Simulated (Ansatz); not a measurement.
# H₄SSiTeZn: small, medium and large basis sets

Aim: see how fast density functionals converge with the basis set for H₄SSiTeZn.

Program: Ansatz 0.2.0, Gaussian basis. Level of theory: one geometry, several basis sets. These are calculated values, not measurements.

Plan: PBE0-D4/def2-SVP; ωB97M-V/def2-SVP; PBE0-D4/def2-QZVPP; ωB97M-V/def2-QZVPP; the functionals' def2-TZVPP values are taken from earlier runs.

### 1 Structure used throughout

An earlier PBE0-D4 in a triple-zeta def2 set relaxation fixed the geometry. Te takes the def2 core potential; no spin-orbit term is included.

8 atoms, charge 0, spin multiplicity 1.

Atoms are counted from 1 here; the program's logs count them from 0.

Bond lengths: Zn1–S2 2.237 Å, Zn1–H5 1.541 Å, S2–Si3 2.090 Å, Si3–Te4 2.540 Å, Si3–H6 1.486 Å, Si3–H7 1.484 Å, Te4–H8 1.659 Å. Angles: S2–Zn1–H5 156.2°, Zn1–S2–Si3 91.5°, S2–Si3–Te4 108.8°, S2–Si3–H6 114.6°, S2–Si3–H7 113.6°, Te4–Si3–H6 101.6°, Te4–Si3–H7 108.3°, H6–Si3–H7 109.2°, Si3–Te4–H8 91.0°.

### 2 PBE0-D4 in def2-SVP

in.yaml reads:

```yaml
crystal:
  periodic: [false, false, false]
  atoms:
    - {symbol: Zn, position_ang: [-0.866841, 0.845093, -1.495231]}
    - {symbol: S, position_ang: [1.208605, 0.009542, -1.485654]}
    - {symbol: Si, position_ang: [1.160189, -0.231912, 0.589760]}
    - {symbol: Te, position_ang: [-1.237747, 0.024435, 1.388029]}
    - {symbol: H, position_ang: [-2.122937, 1.495250, -2.107606]}
    - {symbol: H, position_ang: [1.846068, 0.841568, 1.354306]}
    - {symbol: H, position_ang: [1.663361, -1.551476, 1.045181]}
    - {symbol: H, position_ang: [-1.650698, -1.432489, 0.711214]}
basis:
  gaussian: {orbitals: def2-SVP}
hamiltonian: {xc: pbe0, dispersion: d4}
output: {orbitals: {seedname: orbitals}}
```

Command:

```sh
> ansatz run in.yaml --threads 4 --pin off --events-out ev --progress --plain --max-ram 10444MiB
```

Further steps of the session: ωB97M-V in def2-SVP; PBE0-D4 in def2-QZVPP; ωB97M-V in def2-QZVPP.

Q: Predict the results of all the runs planned. Wanted: PBE0-D4: double and triple zeta above quadruple; ωB97M-V: double and triple zeta above quadruple.

The runs gave:

| quantity | value |
| --- | --- |
| PBE0-D4: double and triple zeta above quadruple | 15.76, 1.82 eV |
| ωB97M-V: double and triple zeta above quadruple | 15.71, 1.76 eV |

**Reading.** PBE0-D4 gains 13.94 eV from double to triple zeta, then 1.82 eV more. Total energies overstate the basis error of differences, where much of it tends to cancel. The LUMO of ωB97M-V is positive and keeps falling with the basis (0.82 to 0.29 eV): an unbound level that the basis holds in place.
